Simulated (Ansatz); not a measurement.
# C₄H₇ClSi: one species, many methods

How much do the methods differ for C₄H₇ClSi? The plan is to run it at one geometry with functionals of several rungs and with coupled cluster, and see how far each lands from CCSD(T) at the basis-set limit for the atomisation energy.

Computed with Ansatz 0.2.0, Gaussian basis. Level: functionals in def2-TZVPP, the program's frozen cores in correlated methods.

The runs, in order: PBE-D4, r2SCAN-D4, PBE0-D4, B3LYP-D4, ωB97X-V, ωB97M-V, B2PLYP; CCSD(T)/def2-TZVPP; MP2/def2-QZVPP; extrapolation to the limit.

**1. The relaxed structure**

An earlier PBE0-D4 in a triple-zeta def2 set relaxation fixed the geometry.

SMILES `C=C=C([SiH3])CCl`, 13 atoms, charge 0, spin multiplicity 1.

Atoms are counted from 1 here; the program's logs count them from 0.

Bond lengths: C1–C2 1.300 Å, C1–H7 1.085 Å, C1–H8 1.085 Å, C2–C3 1.304 Å, C3–Si4 1.875 Å, C3–C5 1.498 Å, Si4–H9 1.488 Å, Si4–H10 1.483 Å, Si4–H11 1.484 Å, C5–Cl6 1.793 Å, C5–H12 1.088 Å, C5–H13 1.090 Å. Angles: C2–C1–H7 121.0°, C2–C1–H8 121.2°, H7–C1–H8 117.8°, C1–C2–C3 178.8°, C2–C3–Si4 118.7°, C2–C3–C5 120.6°, Si4–C3–C5 120.7°, C3–Si4–H9 108.6°, C3–Si4–H10 108.4°, C3–Si4–H11 111.4°, H9–Si4–H10 110.0°, H9–Si4–H11 108.7°, H10–Si4–H11 109.6°, C3–C5–Cl6 111.3°, C3–C5–H12 111.8°, C3–C5–H13 111.2°, Cl6–C5–H12 107.1°, Cl6–C5–H13 105.6° and more.

**2. PBE-D4 (GGA)**

Contents of in.yaml:

```yaml
crystal:
  periodic: [false, false, false]
  atoms:
    - {symbol: C, position_ang: [-2.402378, -0.540185, 0.163439]}
    - {symbol: C, position_ang: [-1.157701, -0.175365, 0.078069]}
    - {symbol: C, position_ang: [0.096095, 0.167681, -0.019108]}
    - {symbol: Si, position_ang: [1.368803, -1.160631, -0.383755]}
    - {symbol: C, position_ang: [0.509617, 1.598521, 0.145073]}
    - {symbol: Cl, position_ang: [1.698292, 1.786015, 1.474818]}
    - {symbol: H, position_ang: [-2.827713, -0.857456, 1.109894]}
    - {symbol: H, position_ang: [-3.049758, -0.537280, -0.707187]}
    - {symbol: H, position_ang: [2.320194, -0.640587, -1.402670]}
    - {symbol: H, position_ang: [0.662075, -2.353631, -0.910176]}
    - {symbol: H, position_ang: [2.130391, -1.531024, 0.834637]}
    - {symbol: H, position_ang: [-0.337529, 2.239412, 0.381367]}
    - {symbol: H, position_ang: [1.010212, 1.969731, -0.749499]}
basis:
  gaussian: {orbitals: def2-TZVPP}
hamiltonian: {xc: pbe, dispersion: d4}
output: {forces: true, orbitals: {seedname: orbitals}}
```

Command:

```console
$ ansatz run in.yaml --threads 2 --pin off --events-out ev --progress --plain --max-ram 22528MiB --backend cuda --devices 0, --max-vram 18GiB
```

Further steps of the session: r2SCAN-D4 (meta-GGA); PBE0-D4 (hybrid); B3LYP-D4 (hybrid); ωB97X-V (range-separated); ωB97M-V (range-separated); B2PLYP (double hybrid); CCSD(T) in def2-TZVPP; MP2 in def2-QZVPP.

**Question.** What will the summary of the whole plan be? Wanted: atomisation energy, CCSD(T)/CBS; farthest; mean size of error, hybrid; mean size of error, range-separated; gap, smallest and largest; T1 diagnostic; triples share of the correlation energy.

The runs gave:

| quantity | value |
| --- | --- |
| atomisation energy, CCSD(T)/CBS | 4973.5 kJ/mol |
| functionals within 24.9 kJ/mol (0.5 %) | B3LYP-D4, ωB97X-V, ωB97M-V |
| farthest | PBE-D4 (+131.5 kJ/mol) |
| mean size of error, hybrid | 32.1 kJ/mol |
| mean size of error, range-separated | 20.5 kJ/mol |
| gap, smallest and largest | 5.07 eV (PBE-D4), 11.71 eV (ωB97X-V) |
| T1 diagnostic | 0.0115 |
| triples share of the correlation energy | 4.5 % |

What this shows: PBE-D4 is off by +131.5 kJ/mol. Double hybrids carry the basis error of their MP2 part in triple zeta, and no dispersion term here, so their miss is partly the set-up's. Misses under about 24.9 kJ/mol are within the doubt on the reference itself, which lacks core-valence correlation, relativity and higher excitations. Hartree-Fock recovers 74 % of the binding; the rest is correlation. The gap grows from 5.1 to 11.7 eV across the functionals, mostly with the share of exact exchange.
